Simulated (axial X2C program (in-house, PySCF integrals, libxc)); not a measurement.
# A two-component session on BaBr⁺: properties at the nuclei

Aim: properties at the nuclei of BaBr⁺, with spin–orbit coupling in the Hamiltonian from the start.

Program: an in-house X2C program for linear molecules on PySCF integrals. Level of theory: two-component X2C with atomic mean-field terms, Ba dyall-cv3z, Br dyall-cv3z. These are calculated values, not measurements.

## Step 1: Input

File task.json:

```json
{
 "zs": [
  56,
  35
 ],
 "q": 1,
 "bas": [
  "dyall-cv3z",
  "dyall-cv3z"
 ],
 "r0": 3.1,
 "levels": [
  "PBE0",
  "HF",
  "TPSSh",
  "BP86",
  "LDA"
 ],
 "nst": 3
}
```

Keys: zs atomic numbers; q charge; bas basis sets; r0 starting distance in Å; levels methods (HF also brings MP2); nst determinants followed.

Launch:

```sh
$ python soeom.py task.json out
```

Nuclei are Gaussian, cores are contracted, and the Gaunt term is on.

## Step 2: Expectation values, lowest determinant

R = 2.738 Å. State: Ω = 0 (closed shell).

Output of the PBE0 run:

```text
two-component X2C + atomic mean field  PBE0
basis functions 247  fitting functions 1297  grid points 5803
iter        total energy     max residual
   1     -10736.206605185     4.47e-05
   2     -10736.206605185     8.96e-06
converged
one-electron -15457.40139759  Coulomb 4640.88408109  exact exchange -71.97914372  xc functional -220.26768986  nuclear repulsion 378.81202827  atomic mean-field constant -6.25448337
```

The highest occupied spinor is 85% Br p, 9% Ba d, 4% Ba f.

| level | qzz Ba (a.u.) | qzz Br (a.u.) |
| --- | --- | --- |
| PBE0 | -1.55 | 0.19 |
| HF | -1.50 | -0.15 |
| TPSSh | -1.56 | 0.14 |
| BP86 | -1.66 | 0.14 |
| LDA | -1.74 | 0.15 |

qzz is the electric field gradient, eQq0 = 234.96 MHz × Q/barn × qzz. The operators were transformed with the bare-nucleus X2C matrices.

## Step 3: Outcome

```
           quantity                 value
 lowest determinant  Ω = 0 (closed shell)
qzz Ba (a.u.), PBE0                 -1.55
qzz Br (a.u.), PBE0                  0.19
```

The expectation values come from single determinants, which for open shells can mix terms of unlike spin or miss the lowest Ω, so a determinant need not be a state. qzz is the electric field gradient, eQq0 = 234.96 MHz × Q/barn × qzz. The operators were transformed with the bare-nucleus X2C matrices.
